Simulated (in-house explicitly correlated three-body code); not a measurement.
**C⁴⁺ with a centre of 5000 electron masses: exact states**

The task here is to estimate one member of a computed series from the others.

The numbers are computed with in-house explicitly correlated three-body code version 1 (two electrons, non-relativistic, variational in exponentially correlated functions), except any that are marked as measured or tabulated.

## The system

- charge of the centre: +6
- mass of the centre: 5000 electron masses
- interactions: Coulomb
- basis: 260 functions exp(−a r1 − b r2 − g r12) a state, exponent ranges optimised
- units: hartree and bohr; relativity and QED are left out

Set-up of the first run:

Settings:

```ini
Z = 6.0
nuclear_mass = 5000.0
interaction_strength = 1.0
functions = 260
states_tried = 13
```

On the command line:

```
$ python run_hyl.py task.json out
```

One table of the session follows, with a row left open; its other results are not shown here.

It belongs to the step «Levels». 

| state | binding (eV) | excitation (eV) | ⟨r12⟩ (bohr) |
| --- | --- | --- | --- |
| 1 ¹S | ? | ? | ? |
| 2 ³S | 93.0646 | 298.867 | 1.145 |
| 2 ³P | 87.6605 | 304.271 | 1.020 |
| 2 ¹S | 87.6577 | 304.274 | 1.195 |
| 2 ¹P | 84.1470 | 307.785 | 1.035 |
| 3 ³S | 40.0036 | 351.928 | 2.573 |
| 3 ¹S | 38.5727 | 353.359 | 2.660 |
| 3 ³P | 38.5462 | 353.386 | 2.468 |
| 3 ¹P | 37.5558 | 354.376 | 2.528 |
| 4 ³S | 22.1659 | 369.766 | 4.616 |
| 4 ¹S | 21.5871 | 370.345 | 4.735 |
| 4 ³P | 21.5716 | 370.360 | 4.542 |
| 4 ¹P | 21.1620 | 370.770 | 4.628 |

**Question.** Estimate the row for 1 ¹S.

The run gave: binding (eV): 391.932; excitation (eV): 0; ⟨r12⟩ (bohr): 0.3954. In the column «binding (eV)» it is the highest.
